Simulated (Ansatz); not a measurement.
# CH9N3Si2: two geometries relaxed

Aim: relax the geometries before and after the inversion of the pyramid at N4, and see whether they are two minima and how far apart in energy. SMILES of the start: C=N[Si](N)(N)[SiH3].

All numbers below are computed with Ansatz 0.2.0 (RKS PBE-D4/6-31G).

## 1. Starting point

Bond lengths: C1–N2 1.294 Å, N2–Si3 1.715 Å, Si3–N4 1.704 Å, Si3–N5 1.715 Å, Si3–Si6 2.292 Å, C1–H7 1.064 Å, C1–H8 1.157 Å, N4–H9 1.099 Å, N4–H10 1.009 Å, N5–H11 1.015 Å, N5–H12 1.058 Å, Si6–H13 1.507 Å, Si6–H14 1.521 Å, Si6–H15 1.463 Å. Angles (14 of 22 angles, heavy atoms first): C1–N2–Si3 118.6°, N2–Si3–N4 98.3°, N2–Si3–N5 100.7°, N2–Si3–Si6 121.4°, N4–Si3–N5 91.9°, N4–Si3–Si6 119.9°, N5–Si3–Si6 118.8°, N2–C1–H7 121.0°, N2–C1–H8 122.1°, Si3–N4–H9 105.1°, Si3–N4–H10 106.5°, Si3–N5–H11 105.5°, Si3–N5–H12 105.8°, Si3–Si6–H13 112.1°.

Coordinates:

```xyz
15

C     0.0173   -1.9242   -1.3179
N    -0.1437   -1.5445   -0.0919
Si    0.0873    0.1109    0.2904
N     0.2942   -0.0522    1.9737
N     1.7769    0.2626    0.0400
Si   -1.3022    1.7340   -0.5395
H    -0.1673   -2.9304   -1.6092
H     0.2628   -1.1763   -2.1663
H    -0.7247   -0.0968    2.3841
H     0.5736   -1.0082    2.1373
H     2.1757   -0.6231    0.3346
H     2.1221    0.9192    0.7939
H    -1.3785    1.6984   -2.0442
H    -2.7204    1.5058   -0.0389
H    -0.8948    3.0740   -0.1169
```

## 2. Relaxing end A

The input, input.yaml:

```yaml
crystal:
  periodic: [false, false, false]
  atoms:
    - { symbol: C, position_ang: [0.0173, -1.9242, -1.3179] }
    - { symbol: "N", position_ang: [-0.1437, -1.5445, -0.0919] }
    - { symbol: Si, position_ang: [0.0873, 0.1109, 0.2904] }
    - { symbol: "N", position_ang: [0.2942, -0.0522, 1.9737] }
    - { symbol: "N", position_ang: [1.7769, 0.2626, 0.04] }
    - { symbol: Si, position_ang: [-1.3022, 1.734, -0.5395] }
    - { symbol: H, position_ang: [-0.1673, -2.9304, -1.6092] }
    - { symbol: H, position_ang: [0.2628, -1.1763, -2.1663] }
    - { symbol: H, position_ang: [-0.7247, -0.0968, 2.3841] }
    - { symbol: H, position_ang: [0.5736, -1.0082, 2.1373] }
    - { symbol: H, position_ang: [2.1757, -0.6231, 0.3346] }
    - { symbol: H, position_ang: [2.1221, 0.9192, 0.7939] }
    - { symbol: H, position_ang: [-1.3785, 1.6984, -2.0442] }
    - { symbol: H, position_ang: [-2.7204, 1.5058, -0.0389] }
    - { symbol: H, position_ang: [-0.8948, 3.074, -0.1169] }
basis:
  gaussian: { orbitals: "6-31G" }
hamiltonian:
  xc: pbe
  dispersion: d4
relax:
  f_tol: 0.015
  max_steps: 40
output:
  orbitals: {}
```

Run with:

```console
> ansatz run input.yaml --threads 1 --pin off --max-ram 2048MiB --backend cpu --events-out ev --progress --plain --runs-dir out
```

Output (excerpt; [...] marks lines left out):

```text
Warning: RAYON_NUM_THREADS=1 ignored (pool sized by the plan → 1); use --threads N
[...]
Functional definition: PBE
[...]
1167 factors; integrals over basis functions are off by at most 2.5e-4 eV
[...]
mean field -21388.12019917 eV, -785.9989199311 hartree, gradient 3.8e-5 eV, S^2 0.000000; 0 other end points of the search recorded, 0 dependent functions left out
[...]
reference -21388.12023722 eV, -785.9989213293 hartree; 32, 32 occupied and 48, 48 virtual orbitals, 1167 factors
relax step   1: F+E_penalty+E_count = -21388.51590413 eV  Δ(F+E_penalty+E_count) = +0.000e0 eV  max|allowed force component| = 4.447e0 eV/Å  Δτ_max = 0.0000 Å  (26 SCF iters, accepted)
[...]
relax step   4: F+E_penalty+E_count = -21390.55143279 eV  Δ(F+E_penalty+E_count) = -3.570e-1 eV  max|allowed force component| = 1.031e0 eV/Å  Δτ_max = 0.1999 Å  (30 SCF iters, accepted)
[...]
relax step   7: F+E_penalty+E_count = -21390.76758207 eV  Δ(F+E_penalty+E_count) = -1.204e-2 eV  max|allowed force component| = 1.550e-1 eV/Å  Δτ_max = 0.2000 Å  (28 SCF iters, accepted)
[...]
relax step  10: F+E_penalty+E_count = -21390.78489283 eV  Δ(F+E_penalty+E_count) = -8.933e-3 eV  max|allowed force component| = 1.508e-1 eV/Å  Δτ_max = 0.0986 Å  (29 SCF iters, accepted)
[...]
relax step  13: F+E_penalty+E_count = -21390.81708734 eV  Δ(F+E_penalty+E_count) = -2.013e-2 eV  max|allowed force component| = 2.780e-1 eV/Å  Δτ_max = 0.2000 Å  (29 SCF iters, accepted)
[...]
relax step  14: F+E_penalty+E_count = -21390.83653375 eV  Δ(F+E_penalty+E_count) = -1.945e-2 eV  max|allowed force component| = 2.726e-1 eV/Å  Δτ_max = 0.2000 Å  (29 SCF iters, accepted)
[...]
relax step  15: F+E_penalty+E_count = -21390.84623784 eV  Δ(F+E_penalty+E_count) = -9.704e-3 eV  max|allowed force component| = 6.759e-1 eV/Å  Δτ_max = 0.1934 Å  (28 SCF iters, accepted)
[...]
1167 factors; integrals over basis functions are off by at most 2.1e-4 eV
```

## 3. The log goes on: end point A relaxed

Output, continued:

```text
mean field -21390.44992466 eV, -786.0845357635 hartree, gradient 1.2e-5 eV, S^2 0.000000; 0 other end points of the search recorded, 0 dependent functions left out
the calculation of the forces begins
reference -21390.44996497 eV, -786.0845372450 hartree; 32, 32 occupied and 48, 48 virtual orbitals, 1167 factors
relax step  16: F+E_penalty+E_count = -21390.82949736 eV  Δ(F+E_penalty+E_count) = +1.674e-2 eV  max|allowed force component| = 9.957e-1 eV/Å  Δτ_max = 0.1405 Å  (29 SCF iters, rejected (line search))
these checks for a lower state are left out or cut short: starts, cluster_reference, orbital_swaps, neighbouring_geometries, increment
1167 factors; integrals over basis functions are off by at most 2.1e-4 eV
mean field -21390.47750607 eV, -786.0855493616 hartree, gradient 5.2e-5 eV, S^2 0.000000; 0 other end points of the search recorded, 0 dependent functions left out
the calculation of the forces begins
reference -21390.47754656 eV, -786.0855508497 hartree; 32, 32 occupied and 48, 48 virtual orbitals, 1167 factors
relax step  17: F+E_penalty+E_count = -21390.85743026 eV  Δ(F+E_penalty+E_count) = -1.119e-2 eV  max|allowed force component| = 3.905e-1 eV/Å  Δτ_max = 0.0703 Å  (26 SCF iters, accepted)
these checks for a lower state are left out or cut short: starts, cluster_reference, orbital_swaps, neighbouring_geometries, increment
1167 factors; integrals over basis functions are off by at most 2.1e-4 eV
mean field evaluation 128: about -21390.4873 eV, gradient 1.2e-1 eV
mean field -21390.48745077 eV, -786.0859148226 hartree, gradient 1.5e-5 eV, S^2 0.000000; 0 other end points of the search recorded, 0 dependent functions left out
the calculation of the forces begins
reference -21390.48749119 eV, -786.0859163079 hartree; 32, 32 occupied and 48, 48 virtual orbitals, 1167 factors
relax step  18: F+E_penalty+E_count = -21390.86727235 eV  Δ(F+E_penalty+E_count) = -9.842e-3 eV  max|allowed force component| = 1.386e-1 eV/Å  Δτ_max = 0.1000 Å  (28 SCF iters, accepted)
these checks for a lower state are left out or cut short: starts, cluster_reference, orbital_swaps, neighbouring_geometries, increment
1167 factors; integrals over basis functions are off by at most 2.0e-4 eV
mean field -21390.49598701 eV, -786.0862285236 hartree, gradient 1.6e-5 eV, S^2 0.000000; 0 other end points of the search recorded, 0 dependent functions left out
the calculation of the forces begins
reference -21390.49602743 eV, -786.0862300090 hartree; 32, 32 occupied and 48, 48 virtual orbitals, 1167 factors
relax step  19: F+E_penalty+E_count = -21390.87510055 eV  Δ(F+E_penalty+E_count) = -7.828e-3 eV  max|allowed force component| = 4.563e-2 eV/Å  Δτ_max = 0.1500 Å  (28 SCF iters, accepted)
these checks for a lower state are left out or cut short: starts, cluster_reference, orbital_swaps, neighbouring_geometries, increment
1167 factors; integrals over basis functions are off by at most 2.0e-4 eV
mean field -21390.49518263 eV, -786.0861989633 hartree, gradient 8.7e-6 eV, S^2 0.000000; 0 other end points of the search recorded, 0 dependent functions left out
the calculation of the forces begins
reference -21390.49522310 eV, -786.0862004504 hartree; 32, 32 occupied and 48, 48 virtual orbitals, 1167 factors
relax step  20: F+E_penalty+E_count = -21390.87380787 eV  Δ(F+E_penalty+E_count) = +1.293e-3 eV  max|allowed force component| = 2.997e-1 eV/Å  Δτ_max = 0.1779 Å  (29 SCF iters, rejected (line search))
these checks for a lower state are left out or cut short: starts, cluster_reference, orbital_swaps, neighbouring_geometries, increment
1167 factors; integrals over basis functions are off by at most 2.0e-4 eV
mean field -21390.49429737 eV, -786.0861664305 hartree, gradient 6.7e-5 eV, S^2 0.000000; 0 other end points of the search recorded, 0 dependent functions left out
the calculation of the forces begins
reference -21390.49433772 eV, -786.0861679135 hartree; 32, 32 occupied and 48, 48 virtual orbitals, 1167 factors
relax step  21: F+E_penalty+E_count = -21390.87396469 eV  Δ(F+E_penalty+E_count) = +1.136e-3 eV  max|allowed force component| = 1.497e-1 eV/Å  Δτ_max = 0.0889 Å  (26 SCF iters, rejected (line search))
these checks for a lower state are left out or cut short: starts, cluster_reference, orbital_swaps, neighbouring_geometries, increment
1167 factors; integrals over basis functions are off by at most 2.0e-4 eV
mean field -21390.49742359 eV, -786.0862813170 hartree, gradient 5.1e-5 eV, S^2 0.000000; 0 other end points of the search recorded, 0 dependent functions left out
the calculation of the forces begins
reference -21390.49746400 eV, -786.0862828021 hartree; 32, 32 occupied and 48, 48 virtual orbitals, 1167 factors
relax step  22: F+E_penalty+E_count = -21390.87663895 eV  Δ(F+E_penalty+E_count) = -1.538e-3 eV  max|allowed force component| = 2.384e-2 eV/Å  Δτ_max = 0.0445 Å  (25 SCF iters, accepted)
these checks for a lower state are left out or cut short: starts, cluster_reference, orbital_swaps, neighbouring_geometries, increment
1167 factors; integrals over basis functions are off by at most 2.0e-4 eV
mean field evaluation 160: about -21390.4987 eV, gradient 6.9e-5 eV
mean field -21390.49871493 eV, -786.0863287730 hartree, gradient 8.1e-5 eV, S^2 0.000000; 0 other end points of the search recorded, 0 dependent functions left out
the calculation of the forces begins
reference -21390.49875539 eV, -786.0863302596 hartree; 32, 32 occupied and 48, 48 virtual orbitals, 1167 factors
relax step  23: F+E_penalty+E_count = -21390.87787618 eV  Δ(F+E_penalty+E_count) = -1.237e-3 eV  max|allowed force component| = 8.003e-2 eV/Å  Δτ_max = 0.0975 Å  (26 SCF iters, accepted)
these checks for a lower state are left out or cut short: starts, cluster_reference, orbital_swaps, neighbouring_geometries, increment
1167 factors; integrals over basis functions are off by at most 2.0e-4 eV
mean field -21390.49702545 eV, -786.0862666856 hartree, gradient 5.2e-5 eV, S^2 0.000000; 0 other end points of the search recorded, 0 dependent functions left out
the calculation of the forces begins
reference -21390.49706589 eV, -786.0862681717 hartree; 32, 32 occupied and 48, 48 virtual orbitals, 1167 factors
relax step  24: F+E_penalty+E_count = -21390.87611777 eV  Δ(F+E_penalty+E_count) = +1.758e-3 eV  max|allowed force component| = 1.527e-1 eV/Å  Δτ_max = 0.0295 Å  (26 SCF iters, rejected (line search))
these checks for a lower state are left out or cut short: starts, cluster_reference, orbital_swaps, neighbouring_geometries, increment
1167 factors; integrals over basis functions are off by at most 2.0e-4 eV
mean field -21390.49921222 eV, -786.0863470479 hartree, gradient 5.3e-5 eV, S^2 0.000000; 0 other end points of the search recorded, 0 dependent functions left out
the calculation of the forces begins
reference -21390.49925269 eV, -786.0863485353 hartree; 32, 32 occupied and 48, 48 virtual orbitals, 1167 factors
relax step  25: F+E_penalty+E_count = -21390.87828131 eV  Δ(F+E_penalty+E_count) = -4.051e-4 eV  max|allowed force component| = 4.037e-2 eV/Å  Δτ_max = 0.0148 Å  (27 SCF iters, accepted)
these checks for a lower state are left out or cut short: starts, cluster_reference, orbital_swaps, neighbouring_geometries, increment
1167 factors; integrals over basis functions are off by at most 2.0e-4 eV
mean field -21390.49934420 eV, -786.0863518983 hartree, gradient 1.4e-5 eV, S^2 0.000000; 0 other end points of the search recorded, 0 dependent functions left out
the calculation of the forces begins
reference -21390.49938470 eV, -786.0863533865 hartree; 32, 32 occupied and 48, 48 virtual orbitals, 1167 factors
relax step  26: F+E_penalty+E_count = -21390.87838778 eV  Δ(F+E_penalty+E_count) = -1.065e-4 eV  max|allowed force component| = 6.480e-3 eV/Å  Δτ_max = 0.0139 Å  (24 SCF iters, accepted)
these checks for a lower state are left out or cut short: starts, cluster_reference, orbital_swaps, neighbouring_geometries, increment
1167 factors; integrals over basis functions are off by at most 1.9e-4 eV
mean field -21390.49945230 eV, -786.0863558709 hartree, gradient 6.8e-6 eV, S^2 0.000000; 0 other end points of the search recorded, 0 dependent functions left out
the calculation of the forces begins
reference -21390.49949283 eV, -786.0863573600 hartree; 32, 32 occupied and 48, 48 virtual orbitals, 1167 factors
relax step  27: F+E_penalty+E_count = -21390.87843302 eV  Δ(F+E_penalty+E_count) = -4.524e-5 eV  max|allowed force component| = 1.212e-2 eV/Å  Δτ_max = 0.0156 Å  (24 SCF iters, accepted)
1167 factors; integrals over basis functions are off by at most 1.9e-4 eV
mean field evaluation 192: about -21390.5101 eV, gradient 1.1e0 eV
mean field -21390.49945230 eV, -786.0863558709 hartree, gradient 6.8e-6 eV, S^2 0.000000; 1 other end points of the search recorded, 0 dependent functions left out
the calculation of the forces begins
reference -21390.49949283 eV, -786.0863573600 hartree; 32, 32 occupied and 48, 48 virtual orbitals, 1167 factors
Total energy: -21390.87847354 eV, -786.1002846445 hartree
Atom 0 at    -0.290014    -1.998584    -1.470802 Å, force    -0.003378     0.003974    -0.012120 eV/Å
Atom 1 at     0.484600    -1.621173    -0.516337 Å, force     0.007521    -0.001212     0.011074 eV/Å
Atom 2 at     0.353798    -0.035931     0.408862 Å, force    -0.000969    -0.004534    -0.002690 eV/Å
Atom 3 at    -0.260501    -0.318279     2.040188 Å, force    -0.002443    -0.000613     0.003170 eV/Å
Atom 4 at     2.049134     0.435896     0.354883 Å, force     0.001265     0.002292     0.000747 eV/Å
Atom 5 at    -1.081697     1.626404    -0.517949 Å, force    -0.000912     0.003519    -0.000896 eV/Å
Atom 6 at    -0.131637    -2.979160    -1.950913 Å, force     0.001108    -0.001117     0.004446 eV/Å
Atom 7 at    -1.138029    -1.410356    -1.883437 Å, force    -0.006714    -0.000331    -0.002909 eV/Å
Atom 8 at    -1.206001    -0.073511     2.320571 Å, force     0.000427    -0.000119    -0.001161 eV/Å
Atom 9 at     0.269493    -0.845262     2.730460 Å, force     0.002134     0.001414    -0.000883 eV/Å
Atom 10 at     2.751489    -0.237578     0.061362 Å, force    -0.001058    -0.001739    -0.000590 eV/Å
Atom 11 at     2.397549     1.344161     0.642279 Å, force     0.000501     0.001047    -0.000283 eV/Å
Atom 12 at    -1.125072     1.549887    -2.031546 Å, force     0.002331    -0.001099     0.001790 eV/Å
Atom 13 at    -2.508544     1.502075    -0.012586 Å, force     0.002267    -0.000971    -0.000375 eV/Å
Atom 14 at    -0.586268     3.010611    -0.145835 Å, force    -0.002080    -0.000511     0.000680 eV/Å
Dipole moment:    -0.029948     0.046368     0.133089 e Å
```

It took 2.4 min on 1 thread of Arm Neoverse V2, shared host; peak memory 0.15 GiB.

The steps of the relaxation:

```csv
step,energy from step 1 (eV),largest force component (eV/Å)
1,0.0000,4.4475
2,-1.3910,1.9829
3,-1.6785,2.2111
4,-2.0355,1.0306
5,-2.1437,0.4310
6,-2.2396,0.3739
7,-2.2517,0.1550
8,-2.2601,0.1137
9x,-2.2526,0.6164
10,-2.2690,0.1508
11,-2.2768,0.3203
12,-2.2811,0.5431
13,-2.3012,0.2780
14,-2.3206,0.2726
15,-2.3303,0.6759
16x,-2.3136,0.9957
17,-2.3415,0.3905
18,-2.3514,0.1386
19,-2.3592,0.0456
20x,-2.3579,0.2997
21x,-2.3581,0.1497
22,-2.3607,0.0238
23,-2.3620,0.0800
24x,-2.3602,0.1527
25,-2.3624,0.0404
26,-2.3625,0.0065
27,-2.3625,0.0121
```

Step 1 is the start. 5 steps were tried and not accepted (9, 16, 20, 21, 24; marked x where the table lists them).

After: Bond lengths: C1–N2 1.286 Å, N2–Si3 1.840 Å, Si3–N4 1.766 Å, Si3–N5 1.761 Å, Si3–Si6 2.384 Å, C1–H7 1.103 Å, C1–H8 1.111 Å, N4–H9 1.016 Å, N4–H10 1.017 Å, N5–H11 1.016 Å, N5–H12 1.014 Å, Si6–H13 1.516 Å, Si6–H14 1.519 Å, Si6–H15 1.517 Å. Angles (14 of 22 angles, heavy atoms first): C1–N2–Si3 125.7°, N2–Si3–N4 110.6°, N2–Si3–N5 98.5°, N2–Si3–Si6 116.6°, N4–Si3–N5 114.0°, N4–Si3–Si6 105.1°, N5–Si3–Si6 112.4°, N2–C1–H7 119.8°, N2–C1–H8 125.4°, Si3–N4–H9 122.7°, Si3–N4–H10 121.9°, Si3–N5–H11 119.8°, Si3–N5–H12 124.2°, Si3–Si6–H13 111.7°.

## 4. Relaxing end B

The second end starts from a geometry with the move made by hand.

input.yaml, as its differences from that of step 2:

```diff
@@ -11,4 +11,4 @@
     - { symbol: H, position_ang: [0.2628, -1.1763, -2.1663] }
-    - { symbol: H, position_ang: [-0.7247, -0.0968, 2.3841] }
-    - { symbol: H, position_ang: [0.5736, -1.0082, 2.1373] }
+    - { symbol: H, position_ang: [0.18385, 0.9652, 2.37533] }
+    - { symbol: H, position_ang: [1.28323, -0.17871, 2.13045] }
     - { symbol: H, position_ang: [2.1757, -0.6231, 0.3346] }
```

Run with:

```console
> ansatz run input.yaml --threads 1 --pin off --max-ram 2048MiB --backend cpu --events-out ev --progress --plain --runs-dir out
```

Output (excerpt; [...] marks lines left out):

```text
Warning: RAYON_NUM_THREADS=1 ignored (pool sized by the plan → 1); use --threads N
[...]
[... 1 set-up line as earlier in the session ...]
[...]
1167 factors; integrals over basis functions are off by at most 2.5e-4 eV
[...]
mean field -21387.57977522 eV, -785.9790597172 hartree, gradient 5.8e-5 eV, S^2 0.000000; 0 other end points of the search recorded, 0 dependent functions left out
[...]
reference -21387.57981281 eV, -785.9790610983 hartree; 32, 32 occupied and 48, 48 virtual orbitals, 1167 factors
relax step   1: F+E_penalty+E_count = -21387.97526371 eV  Δ(F+E_penalty+E_count) = +0.000e0 eV  max|allowed force component| = 4.732e0 eV/Å  Δτ_max = 0.0000 Å  (27 SCF iters, accepted)
[...]
relax step   5: F+E_penalty+E_count = -21390.57512781 eV  Δ(F+E_penalty+E_count) = -2.268e-1 eV  max|allowed force component| = 6.238e-1 eV/Å  Δτ_max = 0.2000 Å  (29 SCF iters, accepted)
[...]
relax step   9: F+E_penalty+E_count = -21390.78171074 eV  Δ(F+E_penalty+E_count) = -3.903e-3 eV  max|allowed force component| = 5.503e-1 eV/Å  Δτ_max = 0.1906 Å  (30 SCF iters, accepted)
[...]
relax step  13: F+E_penalty+E_count = -21390.83201557 eV  Δ(F+E_penalty+E_count) = -1.423e-2 eV  max|allowed force component| = 3.323e-1 eV/Å  Δτ_max = 0.1000 Å  (28 SCF iters, accepted)
[...]
relax step  15: F+E_penalty+E_count = -21390.85043453 eV  Δ(F+E_penalty+E_count) = -5.411e-3 eV  max|allowed force component| = 4.928e-1 eV/Å  Δτ_max = 0.1390 Å  (29 SCF iters, accepted)
[...]
relax step  16: F+E_penalty+E_count = -21390.84681410 eV  Δ(F+E_penalty+E_count) = +3.620e-3 eV  max|allowed force component| = 6.099e-1 eV/Å  Δτ_max = 0.2000 Å  (29 SCF iters, rejected (line search))
[...]
1167 factors; integrals over basis functions are off by at most 2.0e-4 eV
[...]
```

## 5. The output, continued: end point B relaxed

The log, continued (excerpt; [...] marks lines left out):

```text
mean field -21390.48662085 eV, -786.0858843236 hartree, gradient 1.1e-5 eV, S^2 0.000000; 0 other end points of the search recorded, 0 dependent functions left out
[...]
reference -21390.48666141 eV, -786.0858858142 hartree; 32, 32 occupied and 48, 48 virtual orbitals, 1167 factors
relax step  17: F+E_penalty+E_count = -21390.86650098 eV  Δ(F+E_penalty+E_count) = -1.607e-2 eV  max|allowed force component| = 1.422e-1 eV/Å  Δτ_max = 0.1000 Å  (29 SCF iters, accepted)
[...]
relax step  19: F+E_penalty+E_count = -21390.87705264 eV  Δ(F+E_penalty+E_count) = -6.682e-3 eV  max|allowed force component| = 6.292e-2 eV/Å  Δτ_max = 0.1500 Å  (29 SCF iters, accepted)
[...]
relax step  21: F+E_penalty+E_count = -21390.87816904 eV  Δ(F+E_penalty+E_count) = -1.116e-3 eV  max|allowed force component| = 2.018e-2 eV/Å  Δτ_max = 0.0321 Å  (26 SCF iters, accepted)
[...]
Atom 5 at    -1.009907     1.706874    -0.574936 Å, force    -0.001029     0.000961    -0.000329 eV/Å
Atom 6 at    -0.235087    -3.019067    -1.636017 Å, force    -0.000137    -0.001160    -0.001731 eV/Å
Atom 7 at    -1.224056    -1.437855    -1.613624 Å, force    -0.000455     0.001580    -0.000790 eV/Å
Atom 8 at    -0.871419     0.283005     2.419403 Å, force     0.000431     0.000150    -0.000060 eV/Å
Atom 9 at     0.647089    -0.436387     2.763036 Å, force     0.000414    -0.000043     0.000097 eV/Å
Atom 10 at     2.849745    -0.148502    -0.182332 Å, force     0.000300     0.001224     0.000077 eV/Å
Atom 11 at     2.570504     1.483793     0.290382 Å, force    -0.000799    -0.000082     0.000129 eV/Å
Atom 12 at    -1.155716     1.513845    -2.071505 Å, force     0.000942    -0.000409     0.000355 eV/Å
Atom 13 at    -2.397441     1.616175     0.035884 Å, force     0.000146    -0.000240     0.000009 eV/Å
Atom 14 at    -0.503480     3.117441    -0.343711 Å, force     0.000134     0.000340     0.000068 eV/Å
Dipole moment:    -0.017274     0.058949     0.131986 e Å
```

Wall time 2.4 min (1 thread of Arm Neoverse V2, shared host); peak memory 0.14 GiB.

Relaxation path:

```csv
step,energy from step 1 (eV),largest force component (eV/Å)
1,0.0000,4.7321
2,-1.5210,1.8854
3,-1.9995,1.5652
4,-2.3730,0.8505
5,-2.5999,0.6238
6,-2.7356,0.2583
7,-2.7788,0.3103
8,-2.8025,0.1904
9,-2.8064,0.5503
10,-2.8358,0.5773
11x,-2.8031,0.6909
12,-2.8425,0.5536
13,-2.8568,0.3323
14,-2.8698,0.3290
15,-2.8752,0.4928
16x,-2.8715,0.6099
17,-2.8912,0.1422
18,-2.8951,0.1347
19,-2.9018,0.0629
20x,-2.9001,0.2014
21,-2.9029,0.0202
22x,-2.9028,0.0654
23,-2.9031,0.0109
24,-2.9032,0.0691
25,-2.9033,0.0308
26x,-2.9033,0.0266
27,-2.9033,0.0095
```

Step 1 is the start. 5 steps were tried and not accepted (11, 16, 20, 22, 26; marked x where the table lists them).

After: Bond lengths: C1–N2 1.286 Å, N2–Si3 1.841 Å, Si3–N4 1.766 Å, Si3–N5 1.760 Å, Si3–Si6 2.384 Å, C1–H7 1.103 Å, C1–H8 1.112 Å, N4–H9 1.016 Å, N4–H10 1.017 Å, N5–H11 1.016 Å, N5–H12 1.014 Å, Si6–H13 1.516 Å, Si6–H14 1.519 Å, Si6–H15 1.516 Å. Angles (14 of 22 angles, heavy atoms first): C1–N2–Si3 125.5°, N2–Si3–N4 110.9°, N2–Si3–N5 98.4°, N2–Si3–Si6 116.3°, N4–Si3–N5 113.6°, N4–Si3–Si6 105.2°, N5–Si3–Si6 112.7°, N2–C1–H7 119.8°, N2–C1–H8 125.5°, Si3–N4–H9 122.7°, Si3–N4–H10 121.8°, Si3–N5–H11 119.7°, Si3–N5–H12 124.3°, Si3–Si6–H13 111.7°.

## 6. Results

| quantity | value |
| --- | --- |
| end A | 21 moves, 2.363 eV lower |
| end B | 21 moves, 2.903 eV lower |
| largest difference between the ends | 0.06 Å |
| end B relative to end A | -0.000 eV |

**Reading.** Both starts fell into the same minimum (no atom differs by more than 0.06 Å), so from this start no second minimum was found and no band was run; another arrangement could still be one. The basis is very small, so the numbers are rough.
